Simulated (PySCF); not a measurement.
# C2BrF2N (Bromodifluoroacetonitrile): the cost of one run

Programs: PySCF 2.14.0, with routines of our own; each step states its level. All values are computed. Atoms count from 0.

## (1) The starting structure

6 atoms, charge 0, multiplicity 1; geometry from: GFN2-xTB.

## (2) Optimising the geometry at PBE0-D3(BJ)/def2-SVP

What the job is given:

```
{"job": {"xc": "PBE0", "basis": "def2-SVP", "d3": "d3bj", "grid": 1, "maxiter": 30, "shake": 0.01, "kind": "geom"}, "charge": 0, "multiplicity": 1}
N      2.187000     0.316450     0.023260
C      1.051050     0.079050     0.006600
C     -0.395620    -0.198140    -0.014580
F     -0.710240    -0.897790    -1.082710
F     -0.773920    -0.877670     1.065550
Br    -1.334120     1.548090    -0.042790
```

Command:

```
$ OMP_NUM_THREADS=1 python heavy_run.py task.json out
```

One launch serves the whole session: the jobs run in the order shown.

Q: Estimate the wall time and peak memory of this first job on 1 thread of Arm Neoverse V2, shared host.

About 28 s, with a peak of 0.42 GiB.
